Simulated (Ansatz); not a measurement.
# BCl2F: molecular dynamics

Program: Ansatz 0.2.0. Level of theory: RKS PBE0/6-31G. These are calculated values, not measurements.

## (1) The structure to begin with

Bond lengths: F1–B2 1.477 Å, B2–Cl3 1.865 Å, B2–Cl4 1.913 Å. Angles: F1–B2–Cl3 121.2°, F1–B2–Cl4 117.2°, Cl3–B2–Cl4 121.5°.

As a file:

```xyz
4

F     0.1574   -1.3193   -0.8645
B    -0.0034   -0.0923   -0.0585
Cl   -1.6667    0.4063    0.6221
Cl    1.5682    0.9450    0.2806
```

## (2) Relaxing the start

The input, input.yaml:

```yaml
crystal:
  periodic: [false, false, false]
  atoms:
    - { symbol: F, position_ang: [0.1574, -1.3193, -0.8645] }
    - { symbol: B, position_ang: [-0.0034, -0.0923, -0.0585] }
    - { symbol: Cl, position_ang: [-1.6667, 0.4063, 0.6221] }
    - { symbol: Cl, position_ang: [1.5682, 0.945, 0.2806] }
basis:
  gaussian: { orbitals: "6-31G" }
hamiltonian:
  xc: pbe0
relax:
  f_tol: 0.02
  max_steps: 40
scf:
  lower_state_search: "off"
output:
  orbitals: {}
```

On the command line:

```bash
> ansatz run input.yaml --threads 1 --pin off --max-ram 2048MiB --backend cpu --events-out ev --progress --plain --runs-dir out
```

**Question.** How long does this run take on 1 thread of an Arm CPU, shared host, and how much memory does it need?

About 5.6 s, with a peak of 0.1 GiB.
